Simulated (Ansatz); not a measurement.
# H6O4STi: the cost of one run

All numbers below are computed with Ansatz 0.2.0 (RKS B3LYP/def2-SVP).

## 1. Starting point

Bond lengths: Ti1–O2 2.270 Å, O2–H3 1.010 Å, Ti1–O4 1.920 Å, O4–H5 1.010 Å, Ti1–O6 1.919 Å, O6–H7 1.010 Å, Ti1–O8 1.919 Å, O8–H9 1.010 Å, Ti1–S10 2.700 Å, S10–H11 1.400 Å. Angles (14 of 15 angles, heavy atoms first): O2–Ti1–O4 109.5°, O2–Ti1–O6 109.5°, O2–Ti1–O8 109.5°, O2–Ti1–S10 71.6°, O4–Ti1–O6 109.5°, O4–Ti1–O8 109.5°, O4–Ti1–S10 67.1°, O6–Ti1–O8 109.5°, O6–Ti1–S10 72.9°, O8–Ti1–S10 176.5°, Ti1–O2–H3 109.5°, Ti1–O4–H5 109.5°, Ti1–O6–H7 109.5°, Ti1–O8–H9 109.5°.

As a file:

```xyz
12

Ti    0.0000    0.0000    0.0000
O     0.0000    0.0000    2.2700
H    -0.9095   -0.2814    2.6071
O     1.8106    0.0000   -0.6394
H     2.1269   -0.9521   -0.7560
O    -0.9043    1.5667   -0.6394
H    -1.8621    1.3360   -0.8617
O    -0.9043   -1.5667   -0.6394
H    -1.3590   -2.0324    0.1330
S     1.4160    2.1354    0.8514
H     2.4929    1.7005    1.6331
H     0.7276    1.0973    2.0543
```

## 2. Pulling towards end A

Springs on the bonds that form and break draw the guess towards this end; the thresholds are loose.

File input.yaml:

```yaml
crystal:
  periodic: [false, false, false]
  atoms:
    - { symbol: Ti, position_ang: [0.0, 0.0, 0.0] }
    - { symbol: O, position_ang: [0.0, 0.0, 2.27] }
    - { symbol: H, position_ang: [-0.9095, -0.2814, 2.6071] }
    - { symbol: O, position_ang: [1.8106, 0.0, -0.6394] }
    - { symbol: H, position_ang: [2.1269, -0.9521, -0.756] }
    - { symbol: O, position_ang: [-0.9043, 1.5667, -0.6394] }
    - { symbol: H, position_ang: [-1.8621, 1.336, -0.8617] }
    - { symbol: O, position_ang: [-0.9043, -1.5667, -0.6394] }
    - { symbol: H, position_ang: [-1.359, -2.0324, 0.133] }
    - { symbol: S, position_ang: [1.416, 2.1354, 0.8514] }
    - { symbol: H, position_ang: [2.4929, 1.7005, 1.6331] }
    - { symbol: H, position_ang: [0.7276, 1.0973, 2.0543] }
basis:
  gaussian: { orbitals: def2-SVP }
hamiltonian:
  xc: b3lyp
relax:
  f_tol: 0.15
  max_steps: 25
  restrain:
    - { distance: [0, 9], at: 3.6, k: 30.0 }
    - { distance: [11, 1], at: 2.21, k: 30.0 }
    - { distance: [0, 1], at: 1.92, k: 30.0 }
    - { distance: [11, 9], at: 1.4, k: 30.0 }
```

Run with:

```bash
$ ansatz run input.yaml --threads 4 --pin off --max-ram 5120MiB --backend cpu --events-out ev --progress --plain --runs-dir out
```

**Question.** How long does this run take on 4 threads of Intel Xeon 6975P-C (Granite Rapids), shared host, and how much memory does it need?

About 22 s, with a peak of 0.44 GiB.
